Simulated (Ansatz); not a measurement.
# NiMoIrPdW (P3m1) in Ansatz: notebook

One crystal, NiMoIrPdW, is run at these levels: PBE+U, revPBE, PBE; tasks: projected density of states, band structure, electric field gradients.

Program: Ansatz 0.2.0. These are calculated values, not measurements. Logs are shortened: lines on timing, memory, paths and dates and some standing lists are left out, and cuts for length are marked.

### Step 1. Starting point

The structure is trigonal, space group P3m1 (No. 156). Conventional cell: a = 4.147 Å, b = 4.147 Å, c = 5.416 Å, α = 90.00°, β = 90.00°, γ = 120.00°. Around Ni (site symmetry 3m) lie 3 W at 2.40 Å and 3 Ir at 2.71 Å. Around Mo (site symmetry 3m) lie 1 W at 2.49 Å and 3 Ir at 2.64 Å and 3 Pd at 2.85 Å. Around Pd (site symmetry 3m) lie 2 Ir at 2.65 to 2.76 Å and 3 W at 2.76 Å and 3 Ni at 2.82 Å and 3 Mo at 2.85 Å. Around Ir (site symmetry 3m) lie 3 Mo at 2.64 Å and 2 Pd at 2.65 to 2.76 Å and 3 Ni at 2.71 Å and 3 W at 2.77 Å. W (site symmetry 3m) has 3 Ni at 2.40 Å and 1 Mo at 2.49 Å as nearest neighbours.

The cell was built by a generator and needn't be a form met in nature.

### Step 2. Projected density of states, PBE+U, collinear spin, ferromagnetic start

input.yaml

```yaml
crystal:
  lattice:
    - [4.1467, 0.0, 0.0]
    - [-2.07335, 3.59115, 0.0]
    - [0.0, 0.0, 5.41629]
  atoms:
    - { symbol: Ni, position: [0.0, 0.0, 0.02221], spin: 1.0 }
    - { symbol: Mo, position: [0.66667, 0.33333, 0.45996], spin: 1.0 }
    - { symbol: Pd, position: [0.33333, 0.66667, 0.74601] }
    - { symbol: Ir, position: [0.33333, 0.66667, 0.25641], spin: 0.6 }
    - { symbol: W, position: [0.66667, 0.33333, 0.99985] }
hamiltonian:
  xc: pbe
  pseudopotentials: { kind: paw }
  hubbard:
    sites:
      - { species: Ir, l: d, u_eff: 6.0 }
      - { species: Mo, l: d, u_eff: 6.0 }
      - { species: Ni, l: d, u_eff: 6.0 }
      - { species: Pd, l: d, u_eff: 6.0 }
      - { species: W, l: d, u_eff: 6.0 }
magnetization:
  spin_polarized: true
kpoints:
  mp_grid: { grid: [7, 7, 5] }
scf:
  occupations: { method: fermi_dirac, width: 0.05 }
  n_extra_bands: 12
output:
  forces: true
  stress: true
  eigenvalues: true
  dos: { projected: true, de: 0.05, nscf_kmesh: { grid: [11, 11, 8] } }
```

Potentials or basis: Ansatz PAW.

Launch:

```console
$ ansatz run input.yaml --threads 8 --pin off --max-ram 20480MiB --backend cpu --events-out ev --progress --plain --runs-dir out
```

What it wrote:

```text
Warning: the atoms were moved onto the symmetric positions of the space group found under crystal.symmetry.tolerance 1.0e-5 (fractional; no operation is sought that the atoms, as they stand in a round, miss by more than twice it, and no atom is moved by as much as it), and the run uses the moved positions. Before a round's move an operation carried an atom to 4.15e-5 Å from where it should land, the largest such distance. Atom 1 (counting from 0) moved farthest, by 2.39e-5 Å; the longest move in fractions of the cell, of whichever atom, is 0.47 of the tolerance, in 1 round. To run the atoms as typed, lower crystal.symmetry.tolerance until the operations that they miss are no longer found, or set crystal.symmetry.detect: false (a key that needs symmetry detection or time reversal refuses this as the deck is read). The positions used, in the order of the run's atom list: position: [0.0, 0.0, 0.02221]; position: [0.6666666666666666, 0.3333333333333333, 0.45996]; position: [0.3333333333333333, 0.6666666666666666, 0.74601]; position: [0.3333333333333333, 0.6666666666666666, 0.25641]; position: [0.6666666666666666, 0.3333333333333333, 0.99985]; The lattice was moved too: crystal.lattice keeps the space group found at crystal.symmetry.tolerance 1.0e-5 only nearly: the operation that it misses by the most changes a squared length by the fraction 1.19e-6. The run uses the lattice that is a stretch of the typed one, with no rotation, onto the one that keeps every operation to a double's rounding (on a very oblique basis the stretch itself rounds by more); the deck's lattice vector that moved farthest moved by 1.42e-6 Å. To run the lattice as typed, set crystal.symmetry.tolerance under 1.18e-6, the least fraction by which an operation that the lattice misses changes a squared length (the same key also sets how far an atom may lie from its image, so lowering it can lose operations that the atoms keep only within it), or set crystal.symmetry.detect: false, as for the atoms. crystal.lattice made exact, in Å and degrees: [[4.146701419200567, 0.0, 0.0], [-2.0733507096002834, 3.5911487709366763, 0.0], [0.0, 0.0, 5.41629]]. Pasted over the deck's crystal.lattice, beside positions in fractional coordinates, it runs the same cell (given as lengths and angles, that cell in the form's own orientation, a rigid turn of the misfit's size from the one run here, for which a checkpoint.post_process_only pass over this run's state can be refused: where this run relaxes nothing, give such a pass this deck's own crystal.lattice, as typed; behind a relaxation, as crystal.lattice, the state's own cell, identity.cell in its checkpoint.json), and a matrix so pasted ends this notice, except on a very skew basis of the lattice, where the rounding of the pasted numbers themselves can read as a misfit: the cell is then moved again, and that move is told again. The lattice as run is in this notice's lattice.as_run_ang field (Run.prep()["deck_notices"] in Python, the deck_notice line of an events file, deck_notices of ansatz run --dry-run=json, or deck_notices in record.json in the deck's checkpoint.write directory).
Warning: RAYON_NUM_THREADS=8 ignored (pool sized by the plan → 8); use --threads N
Ni: projections on atomic orbitals take those of the free atom [Ne] 3s2 3p6 3d8 4s2, of charge +0.00 (hamiltonian.pseudopotentials.projection_atoms); the dataset's partial waves leave at most 1.6e-6 of an orbital's norm unspanned inside its sphere
Mo: projections on atomic orbitals take those of the free atom [Ar 3d10] 4s2 4p6 4d5 5s1, of charge +0.00 (hamiltonian.pseudopotentials.projection_atoms); the dataset's partial waves leave at most 6.0e-6 of an orbital's norm unspanned inside its sphere
Pd: projections on atomic orbitals take those of the free atom [Ar 3d10] 4s2 4p6 4d10, of charge +0.00 (hamiltonian.pseudopotentials.projection_atoms); the dataset's partial waves leave at most 1.0e-5 of an orbital's norm unspanned inside its sphere
Ir: projections on atomic orbitals take those of the free atom [Kr 4d10 4f14] 5s2 5p6 5d7 6s2, of charge +0.00 (hamiltonian.pseudopotentials.projection_atoms); the dataset's partial waves leave at most 8.4e-5 of an orbital's norm unspanned inside its sphere
W: projections on atomic orbitals take those of the free atom [Kr 4d10 4f14] 5s2 5p6 5d4 6s2, of charge +0.00 (hamiltonian.pseudopotentials.projection_atoms); the dataset's partial waves leave at most 6.5e-5 of an orbital's norm unspanned inside its sphere
scf.n_extra_bands = 12 over 41 filled bands (N_el = 81.0): the run solves 53 bands
Engine: ansatz 0.2.0, x86_64-unknown-linux-gnu
Pseudopotentials: kind: paw
Pseudopotential: Ni, paw, valence charge 18, recommended cutoff 420 eV (normal), Ni.paw.azcp
Pseudopotential: Mo, paw, valence charge 14, recommended cutoff 420 eV (normal), Mo.paw.azcp
Pseudopotential: Pd, paw, valence charge 18, recommended cutoff 420 eV (normal), Pd.paw.azcp
Pseudopotential: Ir, paw, valence charge 17, recommended cutoff 420 eV (normal), Ir.paw.azcp
Pseudopotential: W, paw, valence charge 14, recommended cutoff 420 eV (normal), W.paw.azcp
Functional definition: PBE
  parameter kappa = 0.804
  parameter beta = 0.06672455060314922
  exchange = pbe_x(kappa = kappa, mu = beta*pi^2/3)
  correlation = pbe_c(beta = beta)
Crystal: 5 atoms, lattice volume = 80.656 Å³
Basis set: ecut = 420 eV, 1573 PW (Γ), exchange–correlation on 60×60×80 points (8 copies of the dense FFT grid, shifted against one another)
Bands: 53, of which v1, the nominal top of the filled ones, is band 41 counted from 1 (40 counted from 0)
Symmetry: 6 space group operations
Space group: P3m1 (ITA 156), of the structure as read, at distance tolerance 4.3e-5 Å
Magnetic group: BNS 156.49 (UNI 1279), of the structure as read, at distance tolerance 4.3e-5 Å
k-points: 32 of 245 (time reversal used)
Non-local potential: Ni, projectors of the file, l = 0: 3, l = 1: 2, l = 2: 3, l = 3: 1
Non-local potential: Mo, projectors of the file, l = 0: 3, l = 1: 2, l = 2: 2, l = 3: 1
Non-local potential: Pd, projectors of the file, l = 0: 2, l = 1: 2, l = 2: 2, l = 3: 1
Non-local potential: Ir, projectors of the file, l = 0: 3, l = 1: 2, l = 2: 2, l = 3: 1
Non-local potential: W, projectors of the file, l = 0: 3, l = 1: 2, l = 2: 2, l = 3: 1
PAW form: soft (Blöchl's): semilocal exchange-correlation on the pseudo side does not see the compensation charge
PAW one-centre angular grid: Ni, 590 points (default); XC on 64 Gauss nodes
PAW one-centre angular grid: Mo, 590 points (default); XC on 64 Gauss nodes
PAW one-centre angular grid: Pd, 590 points (default); XC on 64 Gauss nodes
PAW one-centre angular grid: Ir, 590 points (default); XC on 64 Gauss nodes
PAW one-centre angular grid: W, 590 points (default); XC on 64 Gauss nodes
Initial density: superposition of atomic densities (chi_scale 0.1, normalization cell)
Starting moments: Σ|m| = 2.6 μB on 3 of 5 sites
Initial wavefunctions: pseudopotential atomic-orbital guess
[... 70 lines left out ...]
SCF 3 converged in 2 iterations: F = -40065.929352 eV  dr2 = 1.96e-8
Symmetry: 1 space group operations
k-points: 123 of 245 (time reversal used)
iter 1 solved again at ethr=3.18e-11 eV; its pass at ethr=1.23e-6 eV (dr2=2.57e-8 eV) is discarded
SCF iter   1: F=—  HF=-40065.929352 eV  |F-HF|=—  |Δ(HF+E_count)|=         —  Δρ=2.89e-6 (↑2.89e-6 ↓2.15e-6)  dr2=1.96e-8  dr2_m=1.32e-9  M=2.046 μB ∫|m|=7.670 μB  ethr=3.18e-11  ⟨swp⟩=1.0  Hψ=126006  notcnv=0
spin=Collinear: Kerker preconditioning applied to the charge; magnetization (m = ρ↑ − ρ↓) channel mixes plain (no charge-response kernel on spin).
SCF iter   2: F=—  HF=-40065.929347 eV  |F-HF|=—  |Δ(HF+E_count)|=   4.19e-6  Δρ=6.61e-5 (↑6.61e-5 ↓5.14e-5)  dr2=1.85e-5  dr2_m=2.99e-7  M=2.049 μB ∫|m|=7.673 μB  ethr=1.23e-6  ⟨swp⟩=1.0  Hψ=35275  notcnv=0
SCF iter   3: F=—  HF=-40065.929351 eV  |F-HF|=—  |Δ(HF+E_count)|=   3.82e-6  Δρ=9.04e-6 (↑8.80e-6 ↓9.04e-6)  dr2=3.67e-7  dr2_m=1.69e-8  M=2.047 μB ∫|m|=7.670 μB  ethr=2.59e-8  ⟨swp⟩=1.0  Hψ=27062  notcnv=0
SCF iter   4: F=-40065.929352 eV  HF=-40065.929352 eV  |F-HF|=1.26e-8  |Δ(HF+E_count)|=   3.91e-7  Δρ=1.48e-6 (↑1.48e-6 ↓1.13e-6)  dr2=1.41e-8  dr2_m=1.03e-10  M=2.046 μB ∫|m|=7.670 μB  ethr=1.23e-10  ⟨swp⟩=1.0  Hψ=27060  notcnv=0
an SCF along what the orbitals of the run's state read of its open shells (or to have them read: on a GPU, or by another smearing), with 5 of the crystal's symmetry operations given up (123 k-points in place of 32), reached no lower state that the run goes on to. This is no proof of a minimum
NSCF: frozen V_eff on 270 k-points
SCF converged after 2 iterations
Stability not told: the lowest value that the SCF's own minimisation read on its close, 5.4e-2 (residual 3.1e-3), is positive but too near zero to vouch for directions that it does not look along: no lower mode is shown, and none is ruled out
Magnetization: 2.0463 μB (41.5232 up, 39.4768 down)
Absolute magnetization: 7.6831 μB (∫|ρ↑−ρ↓|, with the PAW one-centre terms)
Spin contamination: 3.0009 ħ² per cell (⟨S²⟩ above its minimum at these occupations)
Per-site moments (μB) at R_I (Å): [(0.9116538351938338, 0.9888286744815441), (2.7270902942717687, 1.0279867916587502), (-0.010808175211086428, 1.0938739283999999), (-0.1431204655763547, 1.0872474875809097), (-1.7554461308096228, 0.9888286744815441)]
Free energy (F): -40065.929352 eV
Harris-Foulkes:  -40065.929352 eV  (|F-HF|=1.36e-8)
Internal energy: -40065.914865 eV  (E = F + TS)
E sigma→0 (E₀):  -40065.922108 eV
Entropy (-TS):   -0.014487 eV (-2.897 meV/atom)
Fermi energy:    18.035540 eV
--- Per-component energies (eV) ---
  E_band       = -888.836994
  E_kinetic    = 2338.301882
  E_local      = -9698.572246  (includes V_loc(G=0)·N_el)
  E_nonlocal   = 1090.565548
  E_hartree    = 3965.823295
  E_xc         = -974.692612
  E_vxc        = -1092.342707  (∫ρ·V_xc dr)
  E_hubbard    = 13.393460  (on-site DFT+U / exact-exchange correction)
  E_vhub       = -83.535159  (the Hubbard potential's part of the band-sum identity)
  E_paw        = -26380.308384  (= ΣΔE_a)
  E_vpaw       = -1374.906176  (= ΣTr[D̂ρ^β])
  E_aug_tail   = 0.000758  (compensation charges beyond the density's cutoff)
  E_ewald      = -10420.426566
  E_smearing   = -0.014487  (= −TS)
  E_closure    = 0.000000  (closes the sum)
  Σ components = -40065.929352   (vs F -40065.929352, Δ=0.00e0)
--- Forces (eV/Å), atoms counted from 1 ---
  atom   1  Ni     0.00000000    -0.13022986     0.24376801
  atom   2  Mo     0.00000000    -0.02369923     3.66275513
  atom   3  Pd     0.00000000    -0.01791826     0.13726805
  atom   4  Ir     0.00000000     0.25625592    -1.71951409
  atom   5  W      0.00000000    -0.08448234    -2.32434304
  max |Σ_I F_I| component: 7.38e-5 eV/Å
--- Stress (GPa, compression-positive) ---
       31.781633      -0.000000      -0.000000
       -0.000000      29.643467       0.840386
       -0.000000       0.840464      32.443246
  P = ⅓ Tr σ = 31.2894 GPa (312.894 kbar)
--- Band table (eV; the first three rows and the last of 144) ---
  k-point 0 ↑: bands = ["-85.2814", "-71.1072", "-64.5779", "-54.9380", "-46.3344", "-46.0783", "-44.6816", "-42.6896", "-30.4063", "-30.3858", "-30.3690", "-28.2549", "-28.1361", "-28.1160", "-19.3938", "-19.0395", "-18.9722", "-16.9457", "-16.9333", "-16.8879", "10.3174", "11.3540", "11.8089", "11.9494", "12.1459", "12.3330", "12.9265", "13.3274", "13.6239", "13.6246", "13.6988", "13.7402", "14.3389", "14.5999", "14.7300", "15.1284", "15.1457", "16.4725", "16.6155", "17.0986", "17.9704", "18.0126", "20.9435", "20.9952", "21.5881", "22.7072", "22.9986", "25.4396", "26.6592", "26.9671", "26.9948", "28.7359", "29.1388"]
  k-point 1 ↑: bands = ["-85.2814", "-71.1049", "-64.5770", "-54.9315", "-46.3344", "-46.0783", "-44.6816", "-42.6949", "-30.4035", "-30.3859", "-30.3688", "-28.2564", "-28.1425", "-28.1163", "-19.3854", "-19.0398", "-18.9505", "-16.9455", "-16.9393", "-16.9231", "10.5463", "11.4239", "11.9357", "12.1798", "12.2580", "12.4368", "12.9251", "13.0246", "13.3786", "13.5027", "13.5279", "14.0625", "14.2467", "14.5361", "14.8436", "14.9988", "15.0846", "16.6182", "16.7391", "16.9575", "17.8404", "17.8763", "20.9533", "21.0071", "21.3688", "22.4461", "22.7345", "24.9662", "26.6357", "27.4773", "27.5028", "28.3001", "29.3013"]
  k-point 2 ↑: bands = ["-85.2814", "-71.1013", "-64.5756", "-54.9211", "-46.3344", "-46.0782", "-44.6816", "-42.7032", "-30.3989", "-30.3861", "-30.3683", "-28.2592", "-28.1525", "-28.1167", "-19.3730", "-19.0403", "-18.9117", "-17.0014", "-16.9452", "-16.9303", "11.0182", "11.5616", "12.2599", "12.4878", "12.5531", "12.7688", "12.7865", "12.8480", "12.9837", "13.1730", "13.1978", "13.6700", "14.3915", "14.6021", "14.8289", "15.0053", "15.1471", "16.6394", "16.8917", "16.9479", "17.5850", "17.5911", "20.7309", "20.9849", "21.0323", "22.0726", "22.3648", "25.0882", "26.7877", "27.5856", "28.4041", "28.5258", "28.5360"]
  k-point 71 ↓: bands = ["-84.1327", "-71.1832", "-64.5956", "-55.9886", "-44.8815", "-44.6221", "-44.2042", "-40.5745", "-30.4176", "-30.4048", "-30.3888", "-28.3349", "-28.2717", "-28.2275", "-20.6392", "-20.5074", "-20.4520", "-14.7161", "-14.5032", "-14.4897", "11.1170", "11.6753", "12.2346", "12.2820", "12.7413", "12.8900", "13.3247", "13.6143", "13.8303", "14.2343", "14.3872", "14.7075", "15.0185", "15.2636", "15.5966", "15.9047", "16.4658", "16.8605", "17.3499", "18.6463", "18.8825", "19.9261", "20.4745", "21.1199", "22.0610", "23.1709", "23.3832", "23.8744", "24.1447", "24.7516", "26.5878", "27.5893", "29.2876"]
Occupation matrices written to <dir>
```

It took 88 s on 8 threads of Intel Xeon 6975P-C (Granite Rapids), shared host; peak memory 3.5 GiB.

What came out:

```yaml
Free_energy: -40065.9294 eV
Pressure: 31.3 GPa
Largest_force: 3.663 eV/Å
Band_gap_on_the_k_mesh: none (metal or under the smearing width)
Net_moment: 2.05 μB per cell
Absolute_moment: 7.68 μB per cell
Site_moments: Ni +0.91; Mo +2.73; Pd -0.01; Ir -0.14; W -1.76 μB
Density_of_states_at_the_Fermi_level: 1.71 states/eV per cell
```

Forces on the atoms (eV/Å):
```
Ni   0.000 -0.130  0.244
Mo   0.000 -0.024  3.663
Pd   0.000 -0.018  0.137
Ir   0.000  0.256 -1.720
W    0.000 -0.084 -2.324
```

Levels at points of the mesh, in eV from the Fermi level:
Spin up:
```
           k point  band 39  band 40  band 41  band 42  band 43  band 44  band 45  band 46
(0.00, 0.00, 0.00)    -1.42    -0.94    -0.07    -0.02     2.91     2.96     3.55     4.67
```
Spin down:
| k point | band 37 | band 38 | band 39 | band 40 | band 41 | band 42 | band 43 | band 44 |
| --- | --- | --- | --- | --- | --- | --- | --- | --- |
| (0.00, 0.00, 0.00) | -1.70 | -1.25 | -0.06 | 0.26 | 1.14 | 2.18 | 3.33 | 5.18 |

States per cell in windows of 0.5 eV (zero at the Fermi level; states under -8 eV left out):
```
from (eV)    up  down  Ni 3d up  Pd 4d down  Pd 4d up  Ni 3d down  Mo 4d up  Ir 5d down
     -8.0  0.01  0.06      0.00        0.00      0.00        0.00      0.00        0.00
     -7.5  0.11  0.26      0.01        0.03      0.00        0.03      0.00        0.02
     -7.0  0.46  0.61      0.09        0.11      0.07        0.09      0.06        0.08
     -6.5  1.71  0.96      0.85        0.21      0.25        0.16      0.20        0.15
     -6.0  1.98  2.00      0.43        0.53      0.51        0.31      0.42        0.27
     -5.5  2.39  1.47      0.74        0.57      0.68        0.19      0.42        0.18
     -5.0  2.51  1.58      0.92        0.70      0.63        0.30      0.49        0.19
     -4.5  2.42  2.05      0.84        0.76      0.73        0.63      0.41        0.31
     -4.0  1.56  2.20      0.32        0.64      0.48        0.69      0.35        0.48
     -3.5  1.96  1.67      0.29        0.36      0.61        0.34      0.57        0.47
     -3.0  1.39  1.54      0.17        0.23      0.27        0.39      0.32        0.44
     -2.5  1.02  1.16      0.06        0.14      0.14        0.27      0.22        0.44
     -2.0  0.95  1.19      0.05        0.15      0.12        0.19      0.20        0.48
     -1.5  0.75  1.08      0.03        0.13      0.08        0.13      0.17        0.34
     -1.0  1.06  0.93      0.02        0.12      0.08        0.07      0.28        0.30
     -0.5  1.18  0.66      0.02        0.08      0.08        0.06      0.35        0.19
      0.0  0.43  0.47      0.01        0.03      0.02        0.05      0.07        0.06
      0.5  0.14  0.60      0.00        0.03      0.01        0.06      0.03        0.07
      1.0  0.28  0.53      0.00        0.02      0.01        0.06      0.04        0.06
      1.5  0.52  0.43      0.01        0.01      0.02        0.07      0.06        0.03
      2.0  0.60  0.88      0.01        0.02      0.02        0.45      0.04        0.04
      2.5  0.91  0.71      0.01        0.01      0.03        0.24      0.05        0.02
      3.0  0.87  0.62      0.01        0.02      0.03        0.06      0.04        0.03
      3.5  1.05  0.57      0.03        0.01      0.03        0.04      0.03        0.02
      4.0  1.03  0.42      0.03        0.01      0.02        0.02      0.04        0.02
      4.5  0.54  0.70      0.01        0.01      0.01        0.01      0.02        0.04
      5.0  0.57  1.23      0.01        0.02      0.01        0.01      0.02        0.06
      5.5  0.43  1.35      0.00        0.01      0.00        0.01      0.01        0.06
      6.0  0.34  0.69      0.00        0.00      0.00        0.00      0.01        0.03
      6.5  0.32  0.50      0.00        0.00      0.00        0.00      0.01        0.02
      7.0  0.30  0.45      0.00        0.00      0.00        0.00      0.01        0.01
      7.5  0.21  0.35      0.00        0.00      0.00        0.00      0.00        0.01
```

Eigenvalues of the final occupation matrices:
```csv
site,spin,trace,eigenvalues
site 1,1,4.84,0.95 0.95 0.97 0.98 0.98
site 1,2,3.86,0.09 0.91 0.92 0.96 0.98
site 2,1,4.51,0.86 0.87 0.90 0.94 0.94
site 2,2,0.54,0.08 0.09 0.12 0.12 0.14
site 3,1,4.76,0.93 0.95 0.95 0.96 0.96
site 3,2,4.78,0.94 0.95 0.96 0.96 0.97
site 4,1,4.20,0.75 0.82 0.82 0.90 0.90
site 4,2,4.36,0.78 0.87 0.89 0.91 0.91
site 5,1,1.03,0.17 0.18 0.22 0.23 0.23
site 5,2,3.89,0.38 0.84 0.88 0.90 0.90
```

Caveat: the magnetic or orbital state may not be the lowest; a pressure of tens of GPa on the cell as given is suspect, and the run, the potentials or the cell itself is likely at fault; the U is typed as a test and isn't derived for this compound; forces of over 1 eV/Å show positions far from the minimum, so gaps and moduli don't describe the material at rest. The state reached can hang on the start; a lower one may exist.

(Continued in part 2 of 2.)
